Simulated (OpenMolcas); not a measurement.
# Ce³⁺ among point charges: CASSCF and CASPT2 levels and susceptibility

How does a field of 6 point charges split the states of Ce³⁺, and what χT follows?

Program: OpenMolcas 26.06. Level of theory: state-averaged CASSCF and CASPT2, spin-orbit coupling by RASSI with atomic mean-field integrals. These are calculated values, not measurements, unless marked.

## (1) Starting point

```
Species                           : Ce³⁺ (cerium, Z = 58, 55 electrons)
Basis                             : ANO-RCC-VDZP [7s6p4d2f1g], 68 functions
Scalar Hamiltonian                : DKH2, point nucleus
Inactive shells                   : 1s 2s 2p 3s 3p 3d 4s 4p 4d 5s 5p
Active space                      : 1 electron in 7 orbitals (4f)
Some configurations of this space : 4f
Orbitals                          : optimised for the highest spin of each parity, averaged over all roots
```

The outer shells:

4f
```
4f [↑ ][  ][  ][  ][  ][  ][  ]
```

The ion sits among 6 point charges of -1 e arranged as a tetragonal octahedron (D4h), 2.29 Å from the ion, with the axial distance 2.130 Å.

Each step is its own input file, run in one work folder so that later steps find the files of earlier ones. Labels, J, g values, rates, χT and fits are worked out afterwards by a script from the matrices that RASSI stores. The input lists half of the charges; inversion (Group=XYZ) makes the rest.

## (2) GATEWAY and SEWARD: basis and integrals

a.inp

```
&GATEWAY
Coord
1

Ce 0.0 0.0 0.0
Basis=ANO-RCC-VDZP
Group=XYZ
NoMove
AngMom=0.0 0.0 0.0
AMFI
XField
3 Angstrom 0
2.290000 0.000000 0.000000 -1.000000
0.000000 2.290000 0.000000 -1.000000
0.000000 0.000000 2.129700 -1.000000
&SEWARD
```

## (3) Reference wave functions, doublets of odd parity, 7 roots

a.inp

```
&RASSCF
FileOrb=start.orb
Symmetry=2
Spin=2
nActEl=1 0 0
Inactive=15 12
Ras2=0 7
CIRoot=7 7 1
SDav=7
CIMx=300
Iter=120 100
PrWF=0.3
OrbListing=Nothing
MaxOrb=0
>>> COPY $Project.JobIph JOB001
```

start.orb holds the contracted functions of the basis, ordered by shell, or the orbitals of the step before.

## (4) State interaction with spin-orbit coupling

a.inp

```
&RASSI
NrOfJobIphs=1 7
1 2 3 4 5 6 7
IphNames
JOB001
EJob
SpinOrbit
DIPRint=1.0
SOCoupling=1000.0
Subsets=2
Property=9
'ANGMOM' 1 'ANGMOM' 2 'ANGMOM' 3 'MLTPL  1' 1 'MLTPL  1' 2 'MLTPL  1' 3
'AMFI' 1 'AMFI' 2 'AMFI' 3
SOProperty=3
'ANGMOM' 1 'ANGMOM' 2 'ANGMOM' 3
```

## (5) CASPT2: IPEA 0.25, imaginary shift 0.1 (closed shells correlated: 5s 5p)

a.inp

```
>>> COPY JOB001 $Project.JobIph
&CASPT2
Multistate=7 1 2 3 4 5 6 7
NoMult
Frozen=14 9
IPEA=0.25
Imaginary=0.1
MaxIter=60
WThr=0.0 0.3 0.05
PrWF=0.5
NoMix
```

(Steps that only read results are left out.)

What does the calculation give? Wanted: spin-free ground state; first state of the same spin within the active space; lowest level; next level.

The runs gave:

| quantity | value |
| --- | --- |
| method | SS-CASPT2, IPEA 0.25, imaginary shift 0.1 (closed shells correlated: 5s 5p) |
| spin-free ground state | 2B1, 1-fold in its orbital part |
| first state of the same spin within the active space | 2E at 363 cm⁻¹ |
| lowest level | 2-fold E3/2, g = 0.47, 1.76, 1.76 |
| next level | 438.9 cm⁻¹ |
| χT at 300 K | 0.58 cm³ K/mol |
| effective moment at 300 K | 2.16 μB |

Cost by method:

```csv
method,time of its own steps,time with the reference
A. CASSCF,2.5 s,2.5 s
"B. SS-CASPT2, IPEA 0.25, imaginary shift 0.1, +5s 5p",1.5 s,4 s
```

Times are of one thread on a shared host.

**Reading.** The spin-free ground state (2B1) comes to 100 % from free-ion F terms and keeps the highest spin of the shell. Point charges carry no covalency, so the field is a model and not that of real ligands.
